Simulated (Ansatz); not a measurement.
# C2H5FSZn: the cost of one run

Program: Ansatz 0.2.0, Gaussian basis. Level of theory: functionals in def2-TZVPP, the program's frozen cores in correlated methods. These are calculated values, not measurements.

Levels to be run: PBE-D4, r2SCAN-D4, PBE0-D4, B3LYP-D4, ωB97X-V, ωB97M-V, B2PLYP; CCSD(T)/def2-TZVPP; MP2/def2-QZVPP; extrapolation to the limit.

**1. The geometry**

All runs share one geometry, relaxed beforehand with PBE0-D4 in a triple-zeta def2 set.

SMILES `C[CH](S)[Zn][F]`, 10 atoms, charge 0, spin multiplicity 1.

Atoms are counted from 1 here; the program's logs count them from 0.

Bond lengths: C1–C2 1.523 Å, C1–H6 1.093 Å, C1–H7 1.092 Å, C1–H8 1.096 Å, C2–S3 1.831 Å, C2–Zn4 1.934 Å, C2–H9 1.091 Å, S3–H10 1.343 Å, Zn4–F5 1.753 Å. Angles: C2–C1–H6 112.1°, C2–C1–H7 110.8°, C2–C1–H8 110.8°, H6–C1–H7 107.8°, H6–C1–H8 107.4°, H7–C1–H8 107.8°, C1–C2–S3 107.0°, C1–C2–Zn4 114.2°, C1–C2–H9 109.1°, S3–C2–Zn4 107.6°, S3–C2–H9 107.8°, Zn4–C2–H9 110.9°, C2–S3–H10 98.2°, C2–Zn4–F5 177.4°.

**2. PBE-D4 (GGA)**

in.yaml

```yaml
crystal:
  periodic: [false, false, false]
  atoms:
    - {symbol: C, position_ang: [-0.727195, -0.408709, 1.057029]}
    - {symbol: C, position_ang: [0.281310, -0.298687, -0.078375]}
    - {symbol: S, position_ang: [1.686211, 0.696165, 0.546714]}
    - {symbol: Zn, position_ang: [-0.397928, 0.581063, -1.660507]}
    - {symbol: F, position_ang: [-0.954987, 1.430686, -3.089093]}
    - {symbol: H, position_ang: [-1.119848, 0.566671, 1.354806]}
    - {symbol: H, position_ang: [-1.573677, -1.033648, 0.763834]}
    - {symbol: H, position_ang: [-0.267093, -0.860808, 1.942611]}
    - {symbol: H, position_ang: [0.658014, -1.294074, -0.318910]}
    - {symbol: H, position_ang: [2.498496, 0.570440, -0.515212]}
basis:
  gaussian: {orbitals: def2-TZVPP}
hamiltonian: {xc: pbe, dispersion: d4}
output: {forces: true, orbitals: {seedname: orbitals}}
```

Started as:

```
$ ansatz run in.yaml --threads 2 --pin off --events-out ev --progress --plain --max-ram 32768MiB --backend cpu
```

**Question.** How long does this run take on 2 threads of AMD EPYC 7R13, shared host, and how much memory does it need?

About 6.5 s, with a peak of 0.43 GiB.
